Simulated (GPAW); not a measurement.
NaLaMnMoO6:

```
CELL_PARAMETERS angstrom
5.55735 0.00000 0.00053
0.00000 5.59794 0.00000
-0.06290 0.00000 8.02462
ATOMIC_POSITIONS crystal
Na 0.75008 0.51572 0.49924
Na 0.24992 0.01572 0.50076
La 0.25715 0.95896 0.99937
La 0.74285 0.45896 0.00063
Mn 0.24767 0.48762 0.25607
Mn 0.75233 0.98762 0.74393
Mo 0.75559 0.99666 0.27090
Mo 0.24441 0.49666 0.72910
O 0.67335 0.97830 0.49061
O 0.03402 0.81017 0.27726
O 0.93353 0.28910 0.28026
O 0.47817 0.20966 0.19922
O 0.54435 0.73563 0.20079
O 0.82956 0.01818 0.00392
O 0.32665 0.47830 0.50939
O 0.96598 0.31017 0.72274
O 0.06647 0.78910 0.71974
O 0.52183 0.70966 0.80078
O 0.45565 0.23563 0.79921
O 0.17044 0.51818 0.99608
```

The cell was built by a generator and needn't be a form met in nature.

Base run:

| Property | Result |
| --- | --- |
| Program | GPAW 26.7.0 |
| Functional | PBE |
| Potentials or basis | GPAW PAW data sets (gpaw-data 1.2.1) |
| Cutoff | 800 eV |
| Basis | pw |
| k mesh | 4 × 4 × 3 |
| Occupations | fermi-dirac, width 0.05 eV |
| Spin | collinear spin, ferromagnetic start |
| Starting moments | [0.0, 0.0, 0.0, 0.0, 4.0, 4.0, 1.0, 1.0, 0.0, 0.0, 0.0, 0.0, 0.0, 0.0, 0.0, 0.0, 0.0, 0.0, 0.0, 0.0] μB |
| Hubbard terms | Mn d U = 4 eV |

Its results: band gap on the k mesh 1.05 eV, indirect (least direct gap 1.13 eV); pressure 1.9 GPa; net moment 10.00 μB per cell; site moments Na -0.00; La +0.01; Mn +4.42; Mo +0.20; O +0.01, +0.02 μB; largest force 0.992 eV/Å.

**Question.** The run is repeated on the same cell with these changes: hubbard terms from Mn d U = 4 eV to none. What comes out?

**Answer.** Band gap on the k mesh 0.16 eV, indirect (least direct gap 0.20 eV); pressure 0.1 GPa; net moment 9.96 μB per cell; site moments Na +0.00; La +0.01; Mn +4.07; Mo +0.37; O +0.02, +0.03, +0.04 μB; largest force 0.096 eV/Å.

The U term pushes filled and empty states of the shell apart.

Caveats: one-centre terms of the f shell are cut off; spin-orbit coupling is left out, which moves the levels of the heavy elements; only a ferromagnetic start was run, and an antiferromagnetic order may lie lower in energy; the mesh misses the band edges, which the band path finds closer together (some runs); an odd mesh through Γ misses points on the zone boundary, where band edges often lie (some runs).
